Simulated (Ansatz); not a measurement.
# Cd2SO: the cost of one run

Program: Ansatz 0.2.0. Level of theory: DFT PBE, scalar-relativistic, plane waves, PAW, unless a step names another level. These are calculated values, not measurements.

15 further runs of the same task are left out: 15 set aside as unsound or not needed.

## (1) The formula and the candidates

Pauling electronegativities: Cd 1.69, S 2.58, O 3.44 (spread 1.75). The formula balances with common oxidation states: Cd +2, O -2, S -2. Tabulated atomic sizes suggest about 19 Å³/atom. 39 candidates were drawn, by swapping species into database cells of other compounds, at random by space group and Wyckoff sites, or by hand, as the table says:

| name | made from | space group no. | Wyckoff sites | atoms (primitive cell) | V (Å³/atom) |
| --- | --- | --- | --- | --- | --- |
| c01 | built by hand: CuAu-ordered zincblende | 115 | Cd 2g; S 1a; O 1c | 4 | 19.2 |
| c02 | random | 69 | Cd 8d; S 4a; O 4b | 4 | 19.4 |
| c03 | database cell of GaAuO2 | 194 | Cd 4f; S 2a; O 2c | 8 | 17.8 |
| c04 | random | 21 | Cd 4k; S 2d; O 2b | 4 | 20.3 |
| c05 | random | 47 | Cd 1d, 1h; S 1f; O 1e | 4 | 22.7 |
| c06 | random | 65 | Cd 4f; S 2c; O 2b | 4 | 24.0 |
| c07 | database cell of ZnCdPt2 | 123 | Cd 2h; S 1b; O 1a | 4 | 17.3 |
| c08 | random | 105 | Cd 4e; S 2c; O 2c | 8 | 21.4 |
| c09 | database cell of In2SnPb | 99 | Cd 1a, 1b; S 1b; O 1a | 4 | 21.2 |
| c10 | random | 191 | Cd 2d; S 1b; O 1a | 4 | 19.3 |
| c11 | random | 123 | Cd 2h; S 1a; O 1c | 4 | 20.4 |
| c12 | random | 164 | Cd 3e, 1b; S 2d; O 2d | 8 | 23.7 |
| c13 | random | 139 | Cd 4c; S 2a; O 2b | 4 | 19.6 |
| c14 | database cell of DyAgTe2 | 156 | Cd 1b, 1c; S 1a; O 1b | 4 | 22.2 |
| c15 | database cell of Ce2SbTe | 123 | Cd 1a, 1d; S 1c; O 1b | 4 | 21.6 |
| c16 | random | 38 | Cd 4c; S 2b; O 2b | 4 | 21.8 |
| c17 | random | 51 | Cd 2f, 2b; S 2e; O 2d | 8 | 24.4 |
| c18 | built by hand: anti-alpha-NaFeO2 (layered rocksalt) | 166 | Cd 6c; S 3a; O 3b | 4 | 17.3 |
| c19 | database cell of LiTiO2 | 123 | Cd 1a, 1d; S 1b; O 1c | 4 | 16.3 |
| c20 | random | 65 | Cd 4i; S 2b; O 2d | 4 | 20.1 |
| c21 | database cell of Ti2NbAl | 63 | Cd 8g; S 4c; O 4c | 8 | 22.5 |
| c22 | database cell of ZrNbB2 | 38 | Cd 2b, 2a; S 2a; O 2b | 4 | 20.9 |
| c23 | database cell of NaMnO2 | 59 | Cd 2b, 2b; S 2a; O 2a | 8 | 16.9 |
| c24 | database cell of NaNO2 | 44 | Cd 4d; S 2a; O 2a | 4 | 21.9 |
| c25 | random | 191 | Cd 2e; S 1b; O 1a | 4 | 19.3 |
| c26 | random | 65 | Cd 4i; S 2a; O 2b | 4 | 22.2 |
| c27 | random | 63 | Cd 8e; S 4c; O 4a | 8 | 22.4 |
| c28 | database cell of Ga2BiAs | 160 | Cd 3a, 3a; S 3a; O 3a | 4 | 25.2 |
| c29 | random | 194 | Cd 4f; S 2c; O 2a | 8 | 22.2 |
| c30 | random | 123 | Cd 1d, 1c; S 1a; O 1b | 4 | 23.0 |
| c31 | database cell of BiPt2Pb | 187 | Cd 2g; S 1f; O 1c | 4 | 19.5 |
| c32 | random | 55 | Cd 4g; S 2c; O 2a | 8 | 21.7 |
| c33 | built by hand: layer-ordered wurtzite | 156 | Cd 1b, 1a; S 1a; O 1b | 4 | 19.3 |
| c34 | database cell of Cd2TeS | 156 | Cd 1a, 1b; S 1a; O 1b | 4 | 23.6 |
| c35 | built by hand: anti-beta-NaFeO2 (ordered wurtzite) | 33 | Cd 4a, 4a; S 4a; O 4a | 16 | 19.2 |
| c36 | database cell of PrYMg2 | 123 | Cd 2h; S 1a; O 1b | 4 | 26.7 |
| c37 | built by hand: chalcopyrite-type anion order | 122 | Cd 8d; S 4a; O 4b | 8 | 19.2 |
| c38 | database cell of HoCuAs2 | 129 | Cd 2a, 2c; S 2c; O 2b | 8 | 17.4 |
| c39 | random | 191 | Cd 2e; S 1a; O 1b | 4 | 19.6 |

## (2) Screening run of c01

Contents of input.yaml:

```yaml
crystal:
  lattice:
    - [3.79, 0.0, 0.0]
    - [0.0, 3.79, 0.0]
    - [0.0, 0.0, 5.36]
  atoms:
    - { symbol: Cd, position: [0.5, 0.0, 0.7] }
    - { symbol: Cd, position: [0.0, 0.5, 0.3] }
    - { symbol: S, position: [0.0, 0.0, 0.0] }
    - { symbol: O, position: [0.5, 0.5, 0.5] }
basis:
  ecutwfc: 420
kpoints:
  mp_grid: { grid: [4, 4, 3] }
hamiltonian:
  xc: pbe
scf:
  occupations: { method: gaussian, width: 0.15 }
  lower_state_search: "off"
output:
  forces: true
  stress: true
  eigenvalues: true
relax:
  adjacent_minimum: "off"
  f_tol: 0.08
  max_steps: 16
  cell: { stress_tol: 0.8 }
```

Run with:

```bash
$ ansatz run input.yaml --threads 1 --pin off --max-ram 2560MiB --backend cpu --events-out ev --progress --plain --runs-dir out
```

**Question.** How long does this run take on 1 thread of AMD EPYC 9R45 (Zen 5), shared host, and how much memory does it need?

About 4.6 s, with a peak of 0.37 GiB.
